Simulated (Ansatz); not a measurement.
## CH₈BClSi₂, SMILES [SiH3]C([SiH3])BCl: a single point in a Gaussian basis, step by step

With the Ansatz DFT code, driven from Python.

Notebook, run cell by cell (the value of a cell's last expression is shown):

In [1]:
```python
from dataclasses import dataclass

import ansatz as az


@dataclass(frozen=True)
class Options:
    basis: str = "def2-TZVP"
    xc: str = "b3lyp"
```

In [2]:
```python
settings = Options()

geometry_ang = [
    ("Si", [-1.4507, 0.307, 0.707]),
    ("C", [-0.0534, 0.2051, -0.4758]),
    ("Si", [0.6628, -1.4986, -0.3556]),
    ("B", [1.119, 1.3098, -0.1106]),
    ("Cl", [1.5396, 2.5679, -1.361]),
    ("H", [-1.0447, 0.1477, 2.0752]),
    ("H", [-2.0631, 1.6958, 0.5851]),
    ("H", [-2.4729, -0.6391, 0.3402]),
    ("H", [-0.4017, 0.3846, -1.4714]),
    ("H", [-0.3175, -2.5043, -0.6651]),
    ("H", [1.8197, -1.6136, -1.2497]),
    ("H", [1.1823, -1.7229, 1.0504]),
    ("H", [1.5011, 1.3259, 0.9462]),
]
molecule = az.Crystal.molecule()
for symbol, xyz in geometry_ang:
    molecule = molecule.atom(symbol, xyz)
```

In [3]:
```python
job = (
    molecule.calculation()
    .basis(gaussian=settings.basis)
    .functional(settings.xc)
)
print(job.to_yaml())
data = job.session().plan(threads=1).execute().report
```
```text
crystal:
  periodic: [false, false, false]
  atoms:
    - { symbol: Si, position_ang: [-1.4507, 0.307, 0.707] }
    - { symbol: C, position_ang: [-0.0534, 0.2051, -0.4758] }
    - { symbol: Si, position_ang: [0.6628, -1.4986, -0.3556] }
    - { symbol: B, position_ang: [1.119, 1.3098, -0.1106] }
    - { symbol: Cl, position_ang: [1.5396, 2.5679, -1.361] }
    - { symbol: H, position_ang: [-1.0447, 0.1477, 2.0752] }
    - { symbol: H, position_ang: [-2.0631, 1.6958, 0.5851] }
    - { symbol: H, position_ang: [-2.4729, -0.6391, 0.3402] }
    - { symbol: H, position_ang: [-0.4017, 0.3846, -1.4714] }
    - { symbol: H, position_ang: [-0.3175, -2.5043, -0.6651] }
    - { symbol: H, position_ang: [1.8197, -1.6136, -1.2497] }
    - { symbol: H, position_ang: [1.1823, -1.7229, 1.0504] }
    - { symbol: H, position_ang: [1.5011, 1.3259, 0.9462] }
basis:
  gaussian:
    orbitals: def2-TZVP
hamiltonian:
  xc: b3lyp
```

In [4]:
```python
print(f"E = {data['free_energy_ev']:.6f} eV = {data['free_energy_ev'] / 27.211386246:.7f} Ha")
print("converged:", data["converged"], " doubts:", data["published_state_doubts"] or "none")
```
```text
E = -30125.678572 eV = -1107.0982676 Ha
converged: True  doubts: none
```

Total energies depend on the basis set; only differences at equal settings carry meaning. The geometry is a force-field or estimated start, not a minimum of this method, and the basis set is short of its limit. b3lyp holds the VWN-RPA fit, as in Gaussian; the form of ORCA and Turbomole is b3lyp5. Run time: 8.9 s on 1 thread of Arm Neoverse V2 (shared host), peak memory 0.53 GiB.
